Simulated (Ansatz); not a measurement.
# C3H4BF: small, medium and large basis sets

An exercise on one series of results from a longer session: the logs are not shown, and one member is left open.

Method: one geometry, several basis sets; program: Ansatz 0.2.0, Gaussian basis.

Plan: PBE0-D4/def2-SVP; ωB97M-V/def2-SVP; PBE0-D4/def2-QZVPP; ωB97M-V/def2-QZVPP; the functionals' def2-TZVPP values are taken from earlier runs.

### Structure used throughout

The geometry comes from an earlier relaxation with PBE0-D4 in a triple-zeta def2 set; it is a stationary point, not always the lowest conformer.

SMILES `BC1=CC1F`, 9 atoms, charge 0, spin multiplicity 1.

Atoms are counted from 1 here; the program's logs count them from 0.

Bond lengths: B1–C2 1.499 Å, B1–H6 1.195 Å, B1–H7 1.194 Å, C2–C3 1.310 Å, C2–C4 1.516 Å, C3–C4 1.428 Å, C3–H8 1.078 Å, C4–F5 1.377 Å, C4–H9 1.086 Å. Angles: C2–B1–H6 120.3°, C2–B1–H7 119.3°, H6–B1–H7 120.4°, B1–C2–C3 163.2°, B1–C2–C4 136.5°, C3–C2–C4 60.2°, C2–C3–C4 67.1°, C2–C3–H8 144.9°, C4–C3–H8 146.8°, C2–C4–C3 52.7°, C2–C4–F5 118.5°, C2–C4–H9 121.0°, C3–C4–F5 119.4°, C3–C4–H9 126.0°, F5–C4–H9 109.0°.

Set-up of the first run:

in.yaml

```yaml
crystal:
  periodic: [false, false, false]
  atoms:
    - {symbol: B, position_ang: [-0.487908, 1.180134, -1.057056]}
    - {symbol: C, position_ang: [-0.291296, -0.033190, -0.199630]}
    - {symbol: C, position_ang: [-0.374056, -1.239195, 0.304649]}
    - {symbol: C, position_ang: [0.624628, -0.439375, 0.938156]}
    - {symbol: F, position_ang: [1.953649, -0.672694, 0.661931]}
    - {symbol: H, position_ang: [-1.452026, 1.870598, -0.911909]}
    - {symbol: H, position_ang: [0.360637, 1.485631, -1.838881]}
    - {symbol: H, position_ang: [-0.788128, -2.224977, 0.169772]}
    - {symbol: H, position_ang: [0.543202, 0.026767, 1.915768]}
basis:
  gaussian: {orbitals: def2-SVP}
hamiltonian: {xc: pbe0, dispersion: d4}
output: {orbitals: {seedname: orbitals}}
```

Launch:

```console
ansatz run in.yaml --threads 2 --pin off --events-out ev --progress --plain --max-ram 4352MiB
```

Steps of the session up to this table: PBE0-D4 in def2-SVP; ωB97M-V in def2-SVP; PBE0-D4 in def2-QZVPP; ωB97M-V in def2-QZVPP.

One of the session's tables, all rows but one given; the rest of the session is left out.

It belongs to the step «Density functionals: the series». 

| functional | basis | HOMO (eV) | LUMO (eV) |
| --- | --- | --- | --- |
| PBE0-D4 | def2-SVP | -8.20 | -1.89 |
| PBE0-D4 | def2-TZVPP | -8.25 | -1.97 |
| PBE0-D4 | def2-QZVPP | -8.27 | -1.99 |
| ωB97M-V | def2-SVP | -10.37 | 0.16 |
| ωB97M-V | def2-TZVPP | ? | ? |
| ωB97M-V | def2-QZVPP | -10.46 | -0.12 |

**Question.** Estimate the row for ωB97M-V, def2-TZVPP.

The run gave: HOMO (eV): -10.44; LUMO (eV): -0.04. In the column «HOMO (eV)» it lies between ωB97M-V, def2-QZVPP (-10.46) and ωB97M-V, def2-SVP (-10.37).
